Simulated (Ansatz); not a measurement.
# BeNaH (singlet): the correlation ladder at distance Be1–H3 = 2.997 Å, cc-pVTZ

An exercise on one series of results from a longer session: the logs are not shown, and one member is left open.

Computed with Ansatz 0.2.0, Gaussian basis. Level: cc-pVTZ, core rule «outside noble gas», up to 6 orbitals frozen.

To be run: UHF; CCSD(T) on RHF; CCSD(T) on UHF; BCCD(T) on RHF; CCSDT(Q) on RHF; CCSDT(Q) on UHF; Full CI.

34 further runs of the same task are left out: 22 for a known fault of the program, 10 that didn't finish, 2 set aside as unsound or not needed. Runs told in other sessions of the task aren't counted.

## The system

The geometry derives from a PBE0/def2-TZVP stationary point (not a proven minimum). One bond is set to the value named and the two fragments are kept rigid.

3 atoms, charge 0, spin multiplicity 1.

Atoms are counted from 1 here; the program's logs count them from 0.

No contacts short enough for the rule that draws bonds.

Set-up of the first run:

in.yaml

```yaml
crystal:
  periodic: [false, false, false]
  atoms:
    - {symbol: Be, position_ang: [0.000000, 0.000000, 0.106533]}
    - {symbol: Na, position_ang: [0.000000, 0.000000, 2.783933]}
    - {symbol: H, position_ang: [0.000000, 0.000000, -2.890467]}
basis:
  gaussian: {orbitals: cc-pVTZ}
magnetization: {spin_polarized: true, initial_magnetization: 0}
hamiltonian: {xc: hf}
output: {orbitals: {seedname: orbitals}}
```

The run is started by

```sh
$ ansatz run in.yaml --threads 1 --pin off --events-out ev --progress --plain --max-ram 2393MiB
```

Steps of the session up to this table: UHF; CCSD(T) on RHF; CCSD(T) on UHF; BCCD(T) on RHF; CCSDT(Q) on RHF; CCSDT(Q) on UHF; Full CI.

One of the session's tables, all rows but one given; the rest of the session is left out.

| method | from FCI (meV) |
| --- | --- |
| RHF | +2647.1 |
| UHF | +1869.7 |
| RMP2 | +972.4 |
| UMP2 | +966.1 |
| RCCSD | +144.7 |
| UCCSD | +190.7 |
| RCCSD(T) | +31.6 |
| UCCSD(T) | +101.8 |
| BCCD(T) | +40.0 |
| RCCSDT | ? |
| UCCSDT | +16.1 |
| RCCSDT(Q) | -1.3 |
| UCCSDT(Q) | +2.6 |
| FCI | 0 |

Q: Estimate the row for RCCSDT from the others.

**Answer.** from FCI (meV): +4.9. In the column «from FCI (meV)» it lies between UCCSDT(Q) (+2.6) and UCCSDT (+16.1).

To keep in mind: The determinant of HF (⟨S²⟩ 0.99) is far from a pure spin state, so its energy mixes those of several spin states; that is harmless only where they are near-degenerate. The determinant of CCSD(T) (⟨S²⟩ 0.99) is far from a pure spin state, so its energy mixes those of several spin states; high orders of coupled cluster remove much of that, low ones don't. The determinant of CCSDT(Q) (⟨S²⟩ 0.99) is far from a pure spin state, so its energy mixes those of several spin states; high orders of coupled cluster remove much of that, low ones don't. Restricted and unrestricted rows rest on different reference determinants; a gap between their highest levels can come from leftover correlation error, from unlike frozen cores or from another state.
